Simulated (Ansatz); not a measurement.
**AlH5OS2Si: one species, many methods**

The task here is to estimate one member of a computed series from the others.

Method: functionals in def2-TZVPP, the program's frozen cores in correlated methods; program: Ansatz 0.2.0, Gaussian basis.

Plan: LDA (SPW92), PBE-D4, revPBE-D4, BLYP-D4, r2SCAN-D4, B97M-V, PBE0-D4, B3LYP-D4, r2SCANh-D4, r2SCAN0-D4, HSE06-D4, BHLYP-D4, CAM-B3LYP-D4, LC-ωPBE, ωB97X-V, ωB97M-V, B2PLYP, PBE-QIDH; CCSD(T)/def2-SVP; CCSD(T)/def2-TZVPP; MP2/def2-QZVPP; extrapolation to the limit; RPA on PBE.

## Structure used throughout

An earlier PBE0-D4 in a triple-zeta def2 set relaxation fixed the geometry.

SMILES `[SiH3][O][Al]([SH])[SH]`, 10 atoms, charge 0, spin multiplicity 1.

Atoms are counted from 1 here; the program's logs count them from 0.

Bond lengths: Si1–O2 1.625 Å, Si1–H6 1.488 Å, Si1–H7 1.486 Å, Si1–H8 1.486 Å, O2–Al3 1.675 Å, Al3–S4 2.171 Å, Al3–S5 2.172 Å, S4–H9 1.345 Å, S5–H10 1.345 Å. Angles: O2–Si1–H6 110.2°, O2–Si1–H7 109.8°, O2–Si1–H8 109.9°, H6–Si1–H7 108.9°, H6–Si1–H8 108.9°, H7–Si1–H8 109.1°, Si1–O2–Al3 173.4°, O2–Al3–S4 120.5°, O2–Al3–S5 121.0°, S4–Al3–S5 118.5°, Al3–S4–H9 91.9°, Al3–S5–H10 92.0°.

Set-up of the first run:

in.yaml

```yaml
crystal:
  periodic: [false, false, false]
  atoms:
    - {symbol: Si, position_ang: [0.491047, -1.803980, -0.213498]}
    - {symbol: O, position_ang: [-0.028077, -0.275225, -0.026299]}
    - {symbol: Al, position_ang: [-0.376336, 1.351937, 0.161345]}
    - {symbol: S, position_ang: [-2.407783, 2.004718, 0.559391]}
    - {symbol: S, position_ang: [1.185006, 2.854058, 0.013915]}
    - {symbol: H, position_ang: [1.975968, -1.854844, -0.141117]}
    - {symbol: H, position_ang: [0.054619, -2.326083, -1.534774]}
    - {symbol: H, position_ang: [-0.073219, -2.663585, 0.859659]}
    - {symbol: H, position_ang: [-2.864910, 0.740048, 0.540447]}
    - {symbol: H, position_ang: [2.126687, 1.921856, -0.216271]}
basis:
  gaussian: {orbitals: def2-TZVPP}
hamiltonian: {xc: lda}
output: {orbitals: {seedname: orbitals}}
```

Among the steps run: LDA; PBE-D4 (GGA); revPBE-D4 (GGA); BLYP-D4 (GGA); r2SCAN-D4 (meta-GGA); B97M-V (meta-GGA); PBE0-D4 (hybrid); B3LYP-D4 (hybrid); r2SCANh-D4 (hybrid); r2SCAN0-D4 (hybrid); HSE06-D4 (hybrid); BHLYP-D4 (hybrid); CAM-B3LYP-D4 (range-separated); LC-ωPBE-D4 (range-separated; the results give it without D4); ωB97X-V (range-separated); ωB97M-V (range-separated); B2PLYP (double hybrid); PBE-QIDH (double hybrid).

One table of the session follows, with a row left open; its other results are not shown here.

It belongs to the step «Frontier levels by functional». 

```
  functional  HOMO (eV)  gap (eV)
 LDA (SPW92)      -6.62      4.77
      PBE-D4      -6.50      4.91
   revPBE-D4      -6.45      5.00
     BLYP-D4      -6.30      4.83
   r2SCAN-D4      -6.79      5.60
      B97M-V      -6.85      5.47
     PBE0-D4      -7.70      6.94
    B3LYP-D4      -7.43      6.44
  r2SCANh-D4      -7.23      6.30
  r2SCAN0-D4      -7.89      7.36
    HSE06-D4      -7.30      6.17
    BHLYP-D4      -8.72      8.78
CAM-B3LYP-D4      -8.98      9.15
     LC-ωPBE     -10.42     11.80
     ωB97X-V     -10.04     11.21
     ωB97M-V          ?         ?
```

**Question.** Estimate the row for ωB97M-V.

As computed: HOMO (eV): -9.86; gap (eV): 10.73. In the column «HOMO (eV)» it lies between ωB97X-V (-10.04) and CAM-B3LYP-D4 (-8.98).
